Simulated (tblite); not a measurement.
# C16H16O12Si8: the cost of one run

Programs: tblite 0.8.0 and PySCF 2.14.0, with routines of our own; each step states its level. All values are computed. Atoms count from 0.

## (1) The system as given

52 atoms, charge 0, multiplicity 1; geometry from: force field, distance geometry or constructed start.

## (2) Optimising the geometry with GFN2-xTB

Job settings and geometry (Å):

```
{"job": {"kind": "relax", "xc": "GFN2-xTB", "basis": "xTB"}, "charge": 0, "multiplicity": 1}
C     -0.484500    -6.246500    -1.101800
C     -0.329200    -5.065400    -0.930000
Si    -0.062500    -3.214400    -0.642900
O      1.528100    -2.931600    -0.381400
Si     2.711600    -1.798600    -0.380600
C      4.389500    -2.667700    -0.484800
C      5.458000    -3.217100    -0.547800
O      2.658800    -0.911800     1.000900
Si     1.661100    -0.179800     2.076700
C      2.597400     0.096300     3.698600
C      3.195500     0.269400     4.722400
O      0.346200    -1.123800     2.375400
Si    -1.125200    -1.591600     1.822200
C     -2.123200    -2.308000     3.252600
C     -2.763600    -2.756500     4.167600
O     -0.949500    -2.747000     0.669000
O     -1.934800    -0.300900     1.198900
Si    -2.107400     0.677400    -0.110400
C     -3.798600     1.553900    -0.010200
C     -4.004000     2.411400     1.229900
O     -2.039700    -0.198300    -1.494000
Si    -1.040500    -0.944300    -2.572900
C     -1.984500    -1.212300    -4.183100
C     -2.592600    -1.394000    -5.216900
O     -0.562700    -2.400200    -1.983000
O      0.263500    -0.002600    -2.873100
Si     1.739900     0.470300    -2.313700
C      2.742600     1.190800    -3.746200
C      3.380800     1.647500    -4.659500
O      2.547900    -0.820100    -1.689900
O      1.563500     1.628800    -1.160400
Si     0.684600     2.103100     0.151800
C      0.949100     3.968200     0.429100
C      0.201600     4.548800     1.624400
O      1.185600     1.286300     1.486300
O     -0.916200     1.824200    -0.114100
H     -0.634900    -7.288700    -1.261400
H      6.403700    -3.706100    -0.602400
H      3.729000     0.419100     5.636200
H     -3.329400    -3.162300     4.978200
H     -4.577600     0.780900    -0.050600
H     -3.903600     2.170400    -0.902900
H     -4.995600     2.870400     1.201000
H     -3.263200     3.214500     1.283900
H     -3.935100     1.816500     2.145800
H     -3.122000    -1.542500    -6.129600
H      3.948100     2.051200    -5.466100
H      2.023700     4.144800     0.564100
H      0.646600     4.494100    -0.480500
H     -0.881200     4.427100     1.511700
H      0.407300     5.613900     1.713300
H      0.506600     4.070100     2.557300
```

Run with:

```
OMP_NUM_THREADS=4 python large_run.py task.json out
```

One launch serves the whole session: the jobs run in the order shown.

Q: Estimate the wall time and peak memory of this first job on 4 threads of Arm Neoverse V1, shared host.

About 2.5 s, with a peak of 0.18 GiB.
